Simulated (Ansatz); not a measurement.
# Au: an axial (c/a) deformation path

An exercise on one series of results from a longer session: the logs are not shown, and one member is left open.

This is Au in the hcp structure; at room conditions it is fcc.

Computed with Ansatz 0.2.0 (DFT r2SCAN, scalar-relativistic, plane waves, PAW, unless a step's input says otherwise).

### Starting point

The structure is hexagonal, space group P6_3/mmc (No. 194). Conventional cell: a = 2.900 Å, b = 2.900 Å, c = 4.880 Å, α = 90.00°, β = 90.00°, γ = 120.00°. Au (site symmetry -6m2) has 12 Au at 2.90 to 2.96 Å as nearest neighbours.

Structure file:

```cif
data_structure
_symmetry_space_group_name_H-M 'P6_3/mmc'
_symmetry_Int_Tables_number 194
_cell_length_a 2.9000
_cell_length_b 2.9000
_cell_length_c 4.8800
_cell_angle_alpha 90.000
_cell_angle_beta 90.000
_cell_angle_gamma 120.000
_cell_volume 35.54
loop_
_atom_site_label
_atom_site_type_symbol
_atom_site_symmetry_multiplicity
_atom_site_Wyckoff_symbol
_atom_site_fract_x
_atom_site_fract_y
_atom_site_fract_z
_atom_site_occupancy
Au1 Au 2 d 0.33333 0.66667 0.75000 1
```

No relaxation comes first: the listed cell is the starting point.

The first run:

The input, input.yaml:

```yaml
crystal:
  lattice:
    - [2.8999984104, 0.0, 0.0]
    - [-1.4499992052, 2.5114722944, 0.0]
    - [0.0, 0.0, 4.88]
  atoms:
    - { symbol: Au, position: [0.3333333333, 0.6666666667, 0.75] }
    - { symbol: Au, position: [0.6666666667, 0.3333333333, 0.25] }
basis:
  ecutwfc: 500
kpoints:
  mp_grid: { grid: [24, 24, 12] }
hamiltonian:
  xc: r2scan
scf:
  occupations: { method: gaussian, width: 0.15 }
output:
  forces: true
  stress: true
  eigenvalues: true
  write_density: true
  write_potential: true
  elf: true
  volumetric_format: npy
```

Started as:

```
> ansatz run input.yaml --threads 1 --pin off --max-ram 2560MiB --backend cpu --events-out ev --progress --plain --runs-dir out
```

Among the steps run: Zero of the scan; Point ρ = 0.850; Point ρ = 1.200; At ρ = 0.920; ρ = 1.100; ρ = 0.960; ρ = 1.050; At ρ = 0.800; Point ρ = 1.300.

One of the session's tables, all rows but one given; the rest of the session is left out.

| ρ | ΔE (meV/atom) | pressure (GPa) |
| --- | --- | --- |
| 0.800 | 105.2 | 4.5 |
| 0.850 | 58.7 | 1.7 |
| 0.920 | 16.6 | -0.9 |
| 0.960 | 3.5 | -1.5 |
| 1.000 | 0.0 | -1.5 |
| 1.050 | ? | ? |
| 1.100 | 21.9 | 0.8 |
| 1.200 | 99.6 | 6.7 |
| 1.300 | 212.0 | 15.8 |

Estimate the missing values for ρ = 1.050.

Worked estimate for «ΔE (meV/atom)». A straight line through the neighbours (1.000, 0.0) and (1.100, 21.9) gives 0.0 + (21.9 − 0.0) × (1.050 − 1.000) / (1.100 − 1.000) = 10.9; a parabola fitted to 4 rows on both sides gives 4.1.

**Answer.** ΔE (meV/atom): 5.3; pressure (GPa): -0.9. In «ΔE (meV/atom)» the line misses by +5.6 and the parabola by -1.2.
